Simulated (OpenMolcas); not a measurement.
# Ir²⁺ among point charges: CASSCF levels and susceptibility

Aim: the splitting of the states of Ir²⁺ in the field of 6 point charges, its lowest levels with spin-orbit coupling and its magnetic susceptibility.

The numbers are computed with OpenMolcas 26.06 (state-averaged CASSCF, spin-orbit coupling by RASSI with atomic mean-field integrals), except any that are marked as measured or tabulated.

1 further run of the same task is left out (it didn't finish).

## Step 1: Starting point

```
Species                           : Ir²⁺ (iridium, Z = 77, 75 electrons)
Basis                             : ANO-RCC-VDZP [7s6p4d2f], 59 functions
Scalar Hamiltonian                : DKH2, point nucleus
Inactive shells                   : 1s 2s 2p 3s 3p 3d 4s 4p 4d 4f 5s 5p
Active space                      : 7 electrons in 5 orbitals (5d)
Some configurations of this space : 5d⁷
Orbitals                          : optimised for each spin and parity, averaged over all roots
```

The outer shells:

5d7
```
5d [↑↓][↑↓][↑ ][↑ ][↑ ]
```

The ion sits among 6 point charges of -1.7 e arranged as a trigonal prism (D3h), 1.89 Å from the ion, with a polar angle of 57.4° against the regular 49.1°. The active orbitals were held to one l.

The work runs as a chain of OpenMolcas steps in one folder; each step below is one input file. Labels, J, g values, rates, χT and fits are worked out afterwards by a script from the matrices that RASSI stores.

## Step 2: Basis and integrals

a.inp reads:

```
&GATEWAY
Coord
1

Ir 0.0 0.0 0.0
Basis=ANO-RCC-VDZP
Group=NoSym
NoMove
AngMom=0.0 0.0 0.0
AMFI
XField
6 Angstrom 0
1.593070 0.000000 1.016970 -1.700000
-0.796535 1.379639 1.016970 -1.700000
-0.796535 -1.379639 1.016970 -1.700000
1.593070 0.000000 -1.016970 -1.700000
-0.796535 1.379639 -1.016970 -1.700000
-0.796535 -1.379639 -1.016970 -1.700000
&SEWARD
```

The run is started by

```sh
$ OMP_NUM_THREADS=1 MOLCAS_MEM=1689 MOLCAS_PROJECT=a pymolcas a.inp > a.log
```

## Step 3: Reference wave functions, quartets, 10 roots

a.inp reads:

```
&RASSCF
FileOrb=start.orb
Symmetry=1
Spin=4
nActEl=7 0 0
Inactive=34
Ras2=5
CIRoot=10 10 1
SDav=10
CIMx=300
Iter=120 100
PrWF=0.3
OrbListing=Nothing
MaxOrb=0
SupSym
1
20 10 11 12 13 14 19 20 21 22 23 35 36 37 38 39 48 49 50 51 52
>>> COPY $Project.JobIph JOB001
```

start.orb holds the contracted functions of the basis, ordered by shell, or the orbitals of the step before.

## Step 4: CASSCF: doublets, 40 roots

a.inp reads:

```
&RASSCF
FileOrb=start.orb
Symmetry=1
Spin=2
nActEl=7 0 0
Inactive=34
Ras2=5
CIRoot=40 40 1
SDav=40
CIMx=300
Iter=120 100
PrWF=0.3
OrbListing=Nothing
MaxOrb=0
SupSym
1
20 10 11 12 13 14 19 20 21 22 23 35 36 37 38 39 48 49 50 51 52
>>> COPY $Project.JobIph JOB002
```

## Step 5: State interaction with spin-orbit coupling

a.inp reads:

```
&RASSI
NrOfJobIphs=2 10 40
1 2 3 4 5 6 7 8 9 10
1 2 3 4 5 6 7 8 9 10 11 12 13 14 15 16 17 18 19 20 21 22 23 24 25 26 27
28 29 30 31 32 33 34 35 36 37 38 39 40
IphNames
JOB001
JOB002
EJob
SpinOrbit
DIPRint=1.0
SOCoupling=1000.0
Subsets=2
Property=9
'ANGMOM' 1 'ANGMOM' 2 'ANGMOM' 3 'MLTPL  1' 1 'MLTPL  1' 2 'MLTPL  1' 3
'AMFI' 1 'AMFI' 2 'AMFI' 3
SOProperty=3
'ANGMOM' 1 'ANGMOM' 2 'ANGMOM' 3
```

What does the calculation give? Wanted: spin-free ground state; first state of the same spin within the active space; lowest level; next level.

**Answer**, as computed:

| quantity | value |
| --- | --- |
| method | CASSCF |
| spin-free ground state | 4E, 2-fold in its orbital part |
| first state of the same spin within the active space | 4E at 5120 cm⁻¹ |
| lowest level | 2-fold E1/2, g = 0.00, 0.00, 9.81 |
| next level | 153.8 cm⁻¹ |
| χT at 300 K | 3.94 cm³ K/mol |
| effective moment at 300 K | 5.61 μB |

**Reading.** The spin-free ground state (4E) comes to 100 % from free-ion F terms and keeps the highest spin of the shell. χT at 300 K is 3.94, against 1.88 cm³ K/mol for the spin alone, so orbital moment adds to it. An active space of the d shell alone favours high spin; real ions in strong fields can be low spin. The field of point charges can differ much from that of real complexes. With metal d orbitals alone active, the gaps between spin states are rough; where two lie within a few thousand cm-1, their order is open. This is an electrostatic model: the charges have no orbitals.
